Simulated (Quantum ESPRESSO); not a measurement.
# TaVN2 (P4/mmm) in Quantum ESPRESSO: notebook

The runs below take TaVN2 through band structure, with PBEsol, LDA.

All numbers are computed with Quantum ESPRESSO 7.5; they aren't measurements. Logs are shortened: lines on timing, memory, paths and dates and some standing lists are left out, and cuts for length are marked.

**1. The crystal as given**

It takes space group P4/mmm (No. 123, tetragonal). Conventional cell: a = 3.050 Å, b = 3.050 Å, c = 4.296 Å, α = 90.00°, β = 90.00°, γ = 90.00°. Around Ta (site symmetry 4/mmm) lie 6 N at 2.15 to 2.16 Å. Around V (site symmetry 4/mmm) lie 6 N at 2.15 to 2.16 Å. N (site symmetry 4/mmm) is surrounded by 2 V at 2.15 Å and 4 Ta at 2.16 Å. N (site symmetry 4/mmm) has 2 Ta at 2.15 Å and 4 V at 2.16 Å as nearest neighbours.

The cell comes from a database or a generator and needn't be the stable form of this composition.

**2. Band structure, PBEsol, collinear spin, ferromagnetic start**

Input file pw.in:

```
&CONTROL
  calculation = 'scf'
  prefix = 'pwscf'
  outdir = './tmp'
  pseudo_dir = './pseudo'
  tprnfor = .true.
  tstress = .true.
  disk_io = 'low'
/
&SYSTEM
  ibrav = 0
  celldm(1) = 8
  nat = 4
  ntyp = 3
  ecutwfc = 56
  ecutrho = 448
  nbnd = 29
  occupations = 'smearing'
  smearing = 'fd'
  degauss = 0.00367493
  nspin = 2
  starting_magnetization(1) = 0
  starting_magnetization(2) = 0.1538
  starting_magnetization(3) = 0
/
&ELECTRONS
  conv_thr = 8d-10
  electron_maxstep = 120
  mixing_beta = 0.3
/
ATOMIC_SPECIES
Ta   180.9479 ta_pbesol_v1.uspp.F.UPF
V     50.9415 v_pbesol_v1.4.uspp.F.UPF
N     14.0070 n_pbesol_v1.2.uspp.F.UPF
CELL_PARAMETERS alat
  0.7204266683168   0.0000000000000   0.0000000000000
  0.0000000000000   0.7204266683168   0.0000000000000
  0.0000000000000   0.0000000000000   1.0147975743015
ATOMIC_POSITIONS crystal
Ta     0.0000000000    0.0000000000    0.0000000000
V      0.5000000000    0.5000000000    0.5000000000
N      0.5000000000    0.5000000000    0.0000000000
N      0.0000000000    0.0000000000    0.5000000000
K_POINTS automatic
9 9 6 0 0 0
```

Input file bands.in:

```
&CONTROL
  calculation = 'bands'
  prefix = 'pwscf'
  outdir = './tmp'
  pseudo_dir = './pseudo'
  disk_io = 'low'
  verbosity = 'high'
/
&SYSTEM
  ibrav = 0
  celldm(1) = 8
  nat = 4
  ntyp = 3
  ecutwfc = 56
  ecutrho = 448
  nbnd = 29
  occupations = 'smearing'
  smearing = 'fd'
  degauss = 0.00367493
  nspin = 2
  starting_magnetization(1) = 0
  starting_magnetization(2) = 0.1538
  starting_magnetization(3) = 0
/
&ELECTRONS
  conv_thr = 1d-08
  electron_maxstep = 120
  mixing_beta = 0.3
  diago_full_acc = .true.
  startingwfc = 'random'
/
ATOMIC_SPECIES
Ta   180.9479 ta_pbesol_v1.uspp.F.UPF
V     50.9415 v_pbesol_v1.4.uspp.F.UPF
N     14.0070 n_pbesol_v1.2.uspp.F.UPF
CELL_PARAMETERS alat
  0.7204266683168   0.0000000000000   0.0000000000000
  0.0000000000000   0.7204266683168   0.0000000000000
  0.0000000000000   0.0000000000000   1.0147975743015
ATOMIC_POSITIONS crystal
Ta     0.0000000000    0.0000000000    0.0000000000
V      0.5000000000    0.5000000000    0.5000000000
N      0.5000000000    0.5000000000    0.0000000000
N      0.0000000000    0.0000000000    0.5000000000
K_POINTS crystal
60
 0.0000000000  0.0000000000  0.0000000000 1
 0.0000000000  0.0833333333  0.0000000000 1
 0.0000000000  0.1666666667  0.0000000000 1
 0.0000000000  0.2500000000  0.0000000000 1
 0.0000000000  0.3333333333  0.0000000000 1
 0.0000000000  0.4166666667  0.0000000000 1
 0.0000000000  0.5000000000  0.0000000000 1
 0.0833333333  0.5000000000  0.0000000000 1
 0.1666666667  0.5000000000  0.0000000000 1
 0.2500000000  0.5000000000  0.0000000000 1
 0.3333333333  0.5000000000  0.0000000000 1
 0.4166666667  0.5000000000  0.0000000000 1
 0.5000000000  0.5000000000  0.0000000000 1
 0.4444444444  0.4444444444  0.0000000000 1
 0.3888888889  0.3888888889  0.0000000000 1
 0.3333333333  0.3333333333  0.0000000000 1
 0.2777777778  0.2777777778  0.0000000000 1
 0.2222222222  0.2222222222  0.0000000000 1
 0.1666666667  0.1666666667  0.0000000000 1
 0.1111111111  0.1111111111  0.0000000000 1
 0.0555555556  0.0555555556  0.0000000000 1
 0.0000000000  0.0000000000  0.0000000000 1
 0.0000000000  0.0000000000  0.1250000000 1
 0.0000000000  0.0000000000  0.2500000000 1
 0.0000000000  0.0000000000  0.3750000000 1
 0.0000000000  0.0000000000  0.5000000000 1
 0.0000000000  0.0833333333  0.5000000000 1
 0.0000000000  0.1666666667  0.5000000000 1
 0.0000000000  0.2500000000  0.5000000000 1
 0.0000000000  0.3333333333  0.5000000000 1
 0.0000000000  0.4166666667  0.5000000000 1
 0.0000000000  0.5000000000  0.5000000000 1
 0.0714285714  0.5000000000  0.5000000000 1
 0.1428571429  0.5000000000  0.5000000000 1
 0.2142857143  0.5000000000  0.5000000000 1
 0.2857142857  0.5000000000  0.5000000000 1
 0.3571428571  0.5000000000  0.5000000000 1
 0.4285714286  0.5000000000  0.5000000000 1
 0.5000000000  0.5000000000  0.5000000000 1
 0.4500000000  0.4500000000  0.5000000000 1
 0.4000000000  0.4000000000  0.5000000000 1
 0.3500000000  0.3500000000  0.5000000000 1
 0.3000000000  0.3000000000  0.5000000000 1
 0.2500000000  0.2500000000  0.5000000000 1
 0.2000000000  0.2000000000  0.5000000000 1
 0.1500000000  0.1500000000  0.5000000000 1
 0.1000000000  0.1000000000  0.5000000000 1
 0.0500000000  0.0500000000  0.5000000000 1
 0.0000000000  0.0000000000  0.5000000000 1
 0.0000000000  0.5000000000  0.0000000000 1
 0.0000000000  0.5000000000  0.1000000000 1
 0.0000000000  0.5000000000  0.2000000000 1
 0.0000000000  0.5000000000  0.3000000000 1
 0.0000000000  0.5000000000  0.4000000000 1
 0.0000000000  0.5000000000  0.5000000000 1
 0.5000000000  0.5000000000  0.0000000000 1
 0.5000000000  0.5000000000  0.1250000000 1
 0.5000000000  0.5000000000  0.2500000000 1
 0.5000000000  0.5000000000  0.3750000000 1
 0.5000000000  0.5000000000  0.5000000000 1
```

Potentials or basis: GBRV 1.5 PBEsol.

On the command line:

```
> OMP_NUM_THREADS=1 mpirun -n 2 pw.x -nk 2 -in pw.in > pw.out
> OMP_NUM_THREADS=1 mpirun -n 2 pw.x -nk 2 -in bands.in > bands.out
```

pw.out:

```text
This program is part of the open-source Quantum ESPRESSO suite
     for quantum simulation of materials; please cite
[... 6 lines left out ...]
     using ibrav=0 with symmetry is DISCOURAGED, use correct ibrav instead

     K-points division:     npool     =       2
     Subspace diagonalization in iterative solution of the eigenvalue problem:
     a serial algorithm will be used

     G-vector sticks info
     --------------------
     sticks:   dense  smooth     PW     G-vecs:    dense   smooth      PW
     Sum        1185     593    177                43167    15319    2557

     Using Slab Decomposition

     bravais-lattice index     =            0
     lattice parameter (alat)  =       8.0000  a.u.
     unit-cell volume          =     269.6677 (a.u.)^3
     number of atoms/cell      =            4
     number of atomic types    =            3
     number of electrons       =        36.00
     number of Kohn-Sham states=           29
     kinetic-energy cutoff     =      56.0000  Ry
     charge density cutoff     =     448.0000  Ry
     scf convergence threshold =      8.0E-10
     mixing beta               =       0.3000
     number of iterations used =            8  plain     mixing
     Exchange-correlation= SLA  PW   PSX  PSC
                           (   1   4  10   8   0   0   0)

     celldm(1)=   8.000000  celldm(2)=   0.000000  celldm(3)=   0.000000
     celldm(4)=   0.000000  celldm(5)=   0.000000  celldm(6)=   0.000000

     crystal axes: (cart. coord. in units of alat)
               a(1) = (   0.720427   0.000000   0.000000 )
               a(2) = (   0.000000   0.720427   0.000000 )
               a(3) = (   0.000000   0.000000   1.014798 )

     reciprocal axes: (cart. coord. in units 2 pi/alat)
               b(1) = (  1.388066  0.000000  0.000000 )
               b(2) = (  0.000000  1.388066  0.000000 )
               b(3) = (  0.000000  0.000000  0.985418 )

     PseudoPot. # 1 for Ta read from file:
     ta_pbesol_v1.uspp.F.UPF
     Pseudo is Ultrasoft + core correction, Zval = 13.0
     Generated by new atomic code, or converted to UPF format
     Using radial grid of  921 points,  7 beta functions with:
                l(1) =   0
                l(2) =   0
                l(3) =   1
                l(4) =   1
                l(5) =   2
                l(6) =   2
                l(7) =   3
     Q(r) pseudized with  6 coefficients,  rinner =    1.300   1.300   1.300
                                                       1.300   1.300   1.300
                                                       1.300

     PseudoPot. # 2 for V  read from file:
     v_pbesol_v1.4.uspp.F.UPF
     Pseudo is Ultrasoft + core correction, Zval = 13.0
     Generated by new atomic code, or converted to UPF format
     Using radial grid of  853 points,  6 beta functions with:
                l(1) =   0
                l(2) =   0
                l(3) =   1
                l(4) =   1
                l(5) =   2
                l(6) =   2
     Q(r) pseudized with  8 coefficients,  rinner =    1.100   1.100   1.100
                                                       1.100   1.100

     PseudoPot. # 3 for N  read from file:
     n_pbesol_v1.2.uspp.F.UPF
     Pseudo is Ultrasoft + core correction, Zval =  5.0
     Generated by new atomic code, or converted to UPF format
     Using radial grid of  729 points,  4 beta functions with:
                l(1) =   0
                l(2) =   0
                l(3) =   1
                l(4) =   1
     Q(r) pseudized with  8 coefficients,  rinner =    0.900   0.900   0.900

     atomic species   valence    mass     pseudopotential
     Ta               13.00   180.94790     Ta( 1.00)
     V                13.00    50.94150     V ( 1.00)
     N                 5.00    14.00700     N ( 1.00)

     Starting magnetic structure
     atomic species   magnetization
     Ta              0.000
     V               0.154
     N               0.000

     16 Sym. Ops., with inversion, found

   Cartesian axes

[... 34 lines left out ...]

     Self-consistent Calculation

     iteration #  1     ecut=    56.00 Ry     beta= 0.30
     Davidson diagonalization with overlap
     ethr =  1.00E-02,  avg # of iterations =  3.4

     negative rho (up, down):  4.698E-02 4.714E-02

     total energy              =    -327.05805241 Ry
     estimated scf accuracy    <       0.98763037 Ry

     total magnetization       =     1.40 Bohr mag/cell
     absolute magnetization    =     1.49 Bohr mag/cell

     iteration #  2     ecut=    56.00 Ry     beta= 0.30
     Davidson diagonalization with overlap
     ethr =  2.74E-03,  avg # of iterations =  1.7

     negative rho (up, down):  4.748E-02 4.781E-02

     total energy              =    -327.23431442 Ry
     estimated scf accuracy    <       0.04282226 Ry

     total magnetization       =     1.50 Bohr mag/cell
     absolute magnetization    =     1.62 Bohr mag/cell

     iteration #  3     ecut=    56.00 Ry     beta= 0.30
     Davidson diagonalization with overlap
     ethr =  1.19E-04,  avg # of iterations =  3.0

     negative rho (up, down):  4.765E-02 4.805E-02

     total energy              =    -327.23682907 Ry
     estimated scf accuracy    <       0.07581626 Ry

     total magnetization       =     1.11 Bohr mag/cell
     absolute magnetization    =     1.30 Bohr mag/cell

     iteration #  4     ecut=    56.00 Ry     beta= 0.30
     Davidson diagonalization with overlap
     ethr =  1.19E-04,  avg # of iterations =  1.2

     negative rho (up, down):  4.832E-02 4.911E-02

     total energy              =    -327.24462221 Ry
     estimated scf accuracy    <       0.00955045 Ry
[... 112 lines left out ...]
     iteration # 14     ecut=    56.00 Ry     beta= 0.30
     Davidson diagonalization with overlap
     ethr =  2.69E-10,  avg # of iterations =  2.1

     negative rho (up, down):  4.901E-02 4.962E-02

     total energy              =    -327.24707857 Ry
     estimated scf accuracy    <       0.00000003 Ry

     total magnetization       =     0.90 Bohr mag/cell
     absolute magnetization    =     1.02 Bohr mag/cell

     iteration # 15     ecut=    56.00 Ry     beta= 0.30
     Davidson diagonalization with overlap
     ethr =  9.22E-11,  avg # of iterations =  2.0

     negative rho (up, down):  4.901E-02 4.962E-02

     total energy              =    -327.24707861 Ry
     estimated scf accuracy    <          2.9E-09 Ry

     total magnetization       =     0.90 Bohr mag/cell
     absolute magnetization    =     1.02 Bohr mag/cell

     iteration # 16     ecut=    56.00 Ry     beta= 0.30
     Davidson diagonalization with overlap
     ethr =  8.08E-12,  avg # of iterations =  1.5

     negative rho (up, down):  4.901E-02 4.962E-02

     Magnetic moment per site  (integrated on atomic sphere of radius R)
     atom   1 (R=0.209)  charge=  8.6206  magn= -0.0254
     atom   2 (R=0.209)  charge= 10.2641  magn=  0.7387
     atom   3 (R=0.209)  charge=  4.8290  magn=  0.0146
     atom   4 (R=0.209)  charge=  4.7454  magn=  0.0176

     End of self-consistent calculation

     Number of k-points >= 100: set verbosity='high' to print the bands.

     the Fermi energy is    19.3587 ev

!    total energy              =    -327.24707861 Ry
     estimated scf accuracy    <          5.8E-10 Ry
     smearing contrib. (-TS)   =      -0.00165116 Ry
     internal energy E=F+TS    =    -327.24542745 Ry

     The total energy is F=E-TS. E is the sum of the following terms:
     one-electron contribution =     -48.08395665 Ry
     hartree contribution      =      46.53077289 Ry
     xc contribution           =     -72.34192261 Ry
     ewald contribution        =    -253.35032108 Ry

     total magnetization       =     0.90 Bohr mag/cell
     absolute magnetization    =     1.02 Bohr mag/cell

     convergence has been achieved in  16 iterations

     negative rho (up, down):  4.901E-02 4.962E-02

     Forces acting on atoms (cartesian axes, Ry/au):

     atom    1 type  1   force =     0.00000000    0.00000000    0.00000000
     atom    2 type  2   force =     0.00000000    0.00000000    0.00000000
     atom    3 type  3   force =     0.00000000    0.00000000    0.00000000
     atom    4 type  3   force =     0.00000000    0.00000000    0.00000000

     Total force =     0.000000     Total SCF correction =     0.000000

     Computing stress (Cartesian axis) and pressure

     negative rho (up, down):  4.901E-02 4.962E-02
          total   stress  (Ry/bohr**3)                   (kbar)     P=     -112.32
  -0.00074190   0.00000000   0.00000000         -109.14        0.00        0.00
   0.00000000  -0.00074190   0.00000000            0.00     -109.14        0.00
   0.00000000   0.00000000  -0.00080681            0.00        0.00     -118.69

=------------------------------------------------------------------------------=
   JOB DONE.
=------------------------------------------------------------------------------=
```

It took 1.8 min on 2 MPI ranks of Arm Neoverse V2, shared host; peak memory 0.52 GiB.

Results:

```yaml
Free_energy: -4452.4233 eV
Pressure: -11.2 GPa
Band_gap_on_the_k_mesh: none (metal or under the smearing width)
Net_moment: 0.90 μB per cell
Absolute_moment: 1.02 μB per cell
Site_moments: Ta -0.03; V +0.74; N +0.01, +0.02 μB
Valence_electrons_inside_the_program's_atomic_spheres: Ta 8.62; V 10.26; N 4.83, 4.75
```

Stress tensor (GPa, compression positive):
```
-10.91   0.00   0.00
  0.00 -10.91   0.00
  0.00   0.00 -11.87
```

Levels at the corners of the path, in eV from the Fermi level:
Spin up:
```
point  band 16  band 17  band 18  band 19  band 20  band 21
    Γ    -2.88    -2.88    -1.80    -1.80    -1.72    -0.49
    X    -5.30    -0.59     0.25     0.29     1.01     1.26
    M    -4.03    -4.03    -3.54     0.41     0.72     0.95
    Γ    -2.88    -2.88    -1.80    -1.80    -1.72    -0.49
    Z    -4.13    -4.02    -2.78    -0.28     0.23     0.23
    R    -5.98     0.12     0.35     0.44     2.17     2.44
    A    -5.98    -0.51    -0.51     0.72     0.74     0.74
    Z    -4.13    -4.02    -2.78    -0.28     0.23     0.23
    X    -5.30    -0.59     0.25     0.29     1.01     1.26
    R    -5.98     0.12     0.35     0.44     2.17     2.44
    M    -4.03    -4.03    -3.54     0.41     0.72     0.95
    A    -5.98    -0.51    -0.51     0.72     0.74     0.74
```
Spin down:
| point | band 15 | band 16 | band 17 | band 18 | band 19 | band 20 | band 21 | band 22 |
| --- | --- | --- | --- | --- | --- | --- | --- | --- |
| Γ | -2.86 | -2.86 | -2.83 | -1.28 | -1.28 | -1.23 | -0.01 | 0.09 |
| X | -5.35 | -5.04 | 0.40 | 0.95 | 0.95 | 0.98 | 1.51 | 1.82 |
| M | -4.20 | -3.99 | -3.99 | -3.45 | 0.97 | 1.44 | 1.51 | 2.47 |
| Γ | -2.86 | -2.86 | -2.83 | -1.28 | -1.28 | -1.23 | -0.01 | 0.09 |
| Z | -4.12 | -4.12 | -4.03 | -2.19 | 0.30 | 1.13 | 1.13 | 1.33 |
| R | -5.83 | -5.83 | 1.06 | 1.13 | 1.36 | 2.25 | 2.44 | 2.74 |
| A | -5.84 | -5.84 | 0.27 | 0.27 | 0.70 | 0.70 | 1.52 | 1.95 |
| Z | -4.12 | -4.12 | -4.03 | -2.19 | 0.30 | 1.13 | 1.13 | 1.33 |
| X | -5.35 | -5.04 | 0.40 | 0.95 | 0.95 | 0.98 | 1.51 | 1.82 |
| R | -5.83 | -5.83 | 1.06 | 1.13 | 1.36 | 2.25 | 2.44 | 2.74 |
| M | -4.20 | -3.99 | -3.99 | -3.45 | 0.97 | 1.44 | 1.51 | 2.47 |
| A | -5.84 | -5.84 | 0.27 | 0.27 | 0.70 | 0.70 | 1.52 | 1.95 |

Caveat: spin-orbit coupling is left out, which moves the levels of the heavy elements. With open d or f shells a metallic result of PBEsol can be an artefact of self-interaction; +U or a hybrid may open a gap.

**3. Band structure, LDA, collinear spin, ferromagnetic start**

Edit pw.in of step 2 so:

```diff
@@ -31,5 +31,5 @@
 ATOMIC_SPECIES
-Ta   180.9479 ta_pbesol_v1.uspp.F.UPF
-V     50.9415 v_pbesol_v1.4.uspp.F.UPF
-N     14.0070 n_pbesol_v1.2.uspp.F.UPF
+Ta   180.9479 ta_lda_v1.uspp.F.UPF
+V     50.9415 v_lda_v1.4.uspp.F.UPF
+N     14.0070 n_lda_v1.2.uspp.F.UPF
 CELL_PARAMETERS alat
```

Edit bands.in of step 2 so:

```diff
@@ -32,5 +32,5 @@
 ATOMIC_SPECIES
-Ta   180.9479 ta_pbesol_v1.uspp.F.UPF
-V     50.9415 v_pbesol_v1.4.uspp.F.UPF
-N     14.0070 n_pbesol_v1.2.uspp.F.UPF
+Ta   180.9479 ta_lda_v1.uspp.F.UPF
+V     50.9415 v_lda_v1.4.uspp.F.UPF
+N     14.0070 n_lda_v1.2.uspp.F.UPF
 CELL_PARAMETERS alat
```

Potentials or basis: GBRV 1.5 LDA.

On the command line:

```
> OMP_NUM_THREADS=1 mpirun -n 2 pw.x -nk 2 -in pw.in > pw.out
> OMP_NUM_THREADS=1 mpirun -n 2 pw.x -nk 2 -in bands.in > bands.out
```

Wall time 2.5 min (2 MPI ranks of Arm Neoverse V2, shared host); peak memory 0.52 GiB.

Results (log left out):

```
Free energy                                           : -4457.8634 eV
Pressure                                              : -19.2 GPa
Band gap on the k mesh                                : none (metal or under the smearing width)
Net moment                                            : 0.00 μB per cell
Absolute moment                                       : 0.00 μB per cell
Valence electrons inside the program's atomic spheres : Ta 8.63; V 10.26; N 4.83, 4.74
```

Stress tensor (GPa, compression positive):
```
-18.28   0.00   0.00
  0.00 -18.28   0.00
  0.00   0.00 -20.92
```

Levels at the corners of the path, in eV from the Fermi level:
Spin up:
```csv
point,band 16,band 17,band 18,band 19,band 20,band 21
Γ,-2.83,-2.83,-1.55,-1.55,-1.48,-0.28
X,-5.13,-0.17,0.55,0.58,1.00,1.48
M,-3.95,-3.95,-3.45,0.59,1.07,1.16
Γ,-2.83,-2.83,-1.55,-1.55,-1.48,-0.28
Z,-4.08,-3.96,-2.48,-0.03,0.60,0.60
R,-5.87,0.54,0.67,0.82,2.21,2.45
A,-5.83,-0.17,-0.17,0.75,0.75,1.08
Z,-4.08,-3.96,-2.48,-0.03,0.60,0.60
X,-5.13,-0.17,0.55,0.58,1.00,1.48
R,-5.87,0.54,0.67,0.82,2.21,2.45
M,-3.95,-3.95,-3.45,0.59,1.07,1.16
A,-5.83,-0.17,-0.17,0.75,0.75,1.08
```
Spin down:
```
point  band 16  band 17  band 18  band 19  band 20  band 21
    Γ    -2.83    -2.83    -1.55    -1.55    -1.47    -0.28
    X    -5.13    -0.17     0.55     0.58     1.00     1.48
    M    -3.95    -3.95    -3.45     0.59     1.08     1.16
    Γ    -2.83    -2.83    -1.55    -1.55    -1.47    -0.28
    Z    -4.08    -3.96    -2.48    -0.03     0.60     0.60
    R    -5.87     0.54     0.67     0.83     2.21     2.45
    A    -5.83    -0.17    -0.17     0.75     0.75     1.08
    Z    -4.08    -3.96    -2.48    -0.03     0.60     0.60
    X    -5.13    -0.17     0.55     0.58     1.00     1.48
    R    -5.87     0.54     0.67     0.83     2.21     2.45
    M    -3.95    -3.95    -3.45     0.59     1.08     1.16
    A    -5.83    -0.17    -0.17     0.75     0.75     1.08
```

Caveat: so large a pressure means that the cell lies far from this level's equilibrium, or that cutoff or potentials fall short; spin-orbit coupling is left out, which moves the levels of the heavy elements. With open d or f shells a metallic result of LDA can be an artefact of self-interaction; +U or a hybrid may open a gap.

**4. The reference run**

An earlier run on the cell as given: functional PBEsol; potentials or basis GBRV 1.5 PBEsol; cutoff 762 eV; density cutoff 6095 eV; k mesh 9 × 9 × 6; occupations fermi-dirac, width 0.05 eV; collinear spin, ferromagnetic start; starting moments [0.0, 2.0, 0.0, 0.0] μB.

- Pressure: -11.2 GPa
- Band gap on the k mesh: none (metal or under the smearing width)
- Net moment: 0.90 μB per cell
- Absolute moment: 1.02 μB per cell
- Site moments: Ta -0.03; V +0.74; N +0.01, +0.02 μB
- Valence electrons inside the program's atomic spheres: Ta 8.62; V 10.26; N 4.83, 4.75

**5. The runs side by side**

```tsv
task	level	potentials or basis	form of the LDA correlation	gap on the mesh (eV)	pressure (GPa)	moment (μB)
band structure	PBEsol	GBRV 1.5 PBEsol	-	none	-11.2	0.90
band structure	LDA	GBRV 1.5 LDA	PZ81	none	-19.2	0.00
single point	PBEsol	GBRV 1.5 PBEsol	-	none	-11.2	0.90
```

Alike in all rows: spin collinear, ferromagnetic start; cell as given; k mesh 9 × 9 × 6; cutoff (eV) 762; smearing fermi-dirac 0.05 eV.

Caveats: spin-orbit coupling is left out, which moves the levels of the heavy elements (some runs); so large a pressure means that the cell lies far from this level's equilibrium, or that cutoff or potentials fall short (some runs).

Absolute energies hang on the potentials; compare differences alone.
